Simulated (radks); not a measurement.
# Ni in [Ne] 3s2 3p5 3d8 4s2 4p1: an all-electron calculation

Wanted: eigenvalues, radial structure and energy terms of neutral nickel.

Method: Dirac Kohn-Sham, LDA (Slater exchange, Perdew-Wang correlation), spin-unpolarised, spherical densities, point nucleus; open shells are shared between the two j in proportion to 2j + 1. Code: radks (a radial shooting solver on a logarithmic mesh, Libxc functionals) version 1.

**1. The atom as given**

```
element       : nickel (Z = 28)
charge        : 0
electrons     : 28
configuration : [Ne] 3s2 3p5 3d8 4s2 4p1
```

Outer shells as boxes (Hund's rule):

Ni
```
[Ne] core
3s [↑↓]
3p [↑↓][↑↓][↑ ]
3d [↑↓][↑↓][↑↓][↑ ][↑ ]
4s [↑↓]
4p [↑ ][  ][  ]
```

**2. The calculation**

Input:

```text
Z 28
configuration [Ne] 3s2 3p5 3d8 4s2 4p1 5s0 4d0 5p0 4f0
relativity Dirac
functional lda,pw
spin unpolarised
j_filling average
nucleus point
c 137.035999084
```

What does the calculation give?

As calculated:

```
                        quantity                   value
                    total energy     -1515.39458 hartree
exchange-correlation share of it                  3.97 %
                            −T/E                  1.0157
          highest occupied level        4p3/2, -2.732 eV
    most extended occupied level  4p3/2, <r> = 3.53 bohr
 radius at density 0.001 e/bohr³               4.55 bohr
    maxima of the radial density                       3
```

**Reading.** The radial density shows 3 maxima for 4 occupied principal shells; where shells overlap, one shows as a shoulder or not at all. Relativity lifts −T/E to 1.016. This is not the tabulated ground configuration, so its levels and sizes aren't those of the ground state, and no measured value stands beside it.
